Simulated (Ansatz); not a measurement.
# TaCo: the cost of one run

Program: Ansatz 0.2.0, driven from Python. Level of theory: DFT PBEsol, plane waves, PAW. These are calculated values, not measurements.

### Step 1. Starting point

It takes space group Pm-3m (No. 221, cubic). The conventional cell has a = 3.068 Å, b = 3.068 Å, c = 3.068 Å, α = 90.00°, β = 90.00°, γ = 90.00°. Around Ta (site symmetry m-3m) lie 8 Co at 2.66 Å. Around Co (site symmetry m-3m) lie 8 Ta at 2.66 Å.

No structure file is read: the coordinates are typed or built in the script.

### Step 2. The script

Input file orders_taco.py:

```python
import warnings

import ansatz as az
import numpy as np
import pandas as pd


def count_gap(report):
    # lowest empty less highest filled band, counting bands; zero where they overlap
    return max(report.get("gap_by_band_count_ev") or 0.0, 0.0)

CELL = [
    (6.136798, 0.0, 0.0),
    (0.0, 3.068399, 0.0),
    (0.0, 0.0, 3.068399),
]
ATOMS = [
    ("Ta", (0.0, 0.0, 0.0)),
    ("Co", (0.25, 0.5, 0.5)),
    ("Ta", (0.5, 0.0, 0.0)),
    ("Co", (0.75, 0.5, 0.5)),
]


def build(moments):
    crystal = az.Crystal(lattice=az.Lattice.of(CELL))
    for (symbol, position), moment in zip(ATOMS, moments):
        crystal = crystal.atom(symbol, position, moment=moment or None)
    return crystal


def main() -> None:
    warnings.simplefilter("ignore", az.DeckWarning)

    orders = {
        "FM": [0, 2.5, 0, 2.5],
        "AFM": [0, 2.5, 0, -2.5],
    }

    rows = []
    for label, moments in orders.items():
        calculation = build(moments).calculation()
        calculation = calculation.functional("pbesol").occupations("Fermi-Dirac")
        calculation = calculation.kpoints(5, 10, 10, center="gamma")
        calculation = calculation.spin("collinear").band_table()
        r = calculation.run(threads=1).report
        rows.append((label, r["free_energy_ev"], r["magnetization_mub"], r["absolute_magnetization_mub"], max(abs(m) for m in r["site_moments_mub"]), count_gap(r)))
        print(label, "site moments:", [round(m, 2) for m in r["site_moments_mub"]])

    lowest = min(row[1] for row in rows)
    rows = [(row[0], 1000 * (row[1] - lowest) / 2, *row[2:]) for row in sorted(rows, key=lambda row: row[1])]
    print(pd.DataFrame(rows, columns=["order", "meV/magnetic atom", "net muB", "absolute muB", "largest site muB", "gap by band count eV"]).round(4).to_string(index=False))
    print("lowest of these starts:", rows[0][0])


if __name__ == "__main__":
    main()
```

### Step 3. What the engine is handed

The engine receives this input (first run):

```yaml
crystal:
  lattice:
    - [6.136798, 0.0, 0.0]
    - [0.0, 3.068399, 0.0]
    - [0.0, 0.0, 3.068399]
  atoms:
    - { symbol: Ta, position: [0.0, 0.0, 0.0] }
    - { symbol: Co, position: [0.25, 0.5, 0.5], spin: 2.5 }
    - { symbol: Ta, position: [0.5, 0.0, 0.0] }
    - { symbol: Co, position: [0.75, 0.5, 0.5], spin: 2.5 }
kpoints:
  mp_grid:
    grid: [5, 10, 10]
    shift: [0.0, 0.0, 0.0]
hamiltonian:
  xc: pbesol
magnetization:
  spin_polarized: true
scf:
  occupations:
    method: fermi_dirac
output:
  eigenvalues: true
```

### Step 4. The run

Command:

```sh
python orders_taco.py
```

What time and memory should one allow on 1 thread of Arm Neoverse V2, shared host?

About 56 s, with a peak of 0.65 GiB.
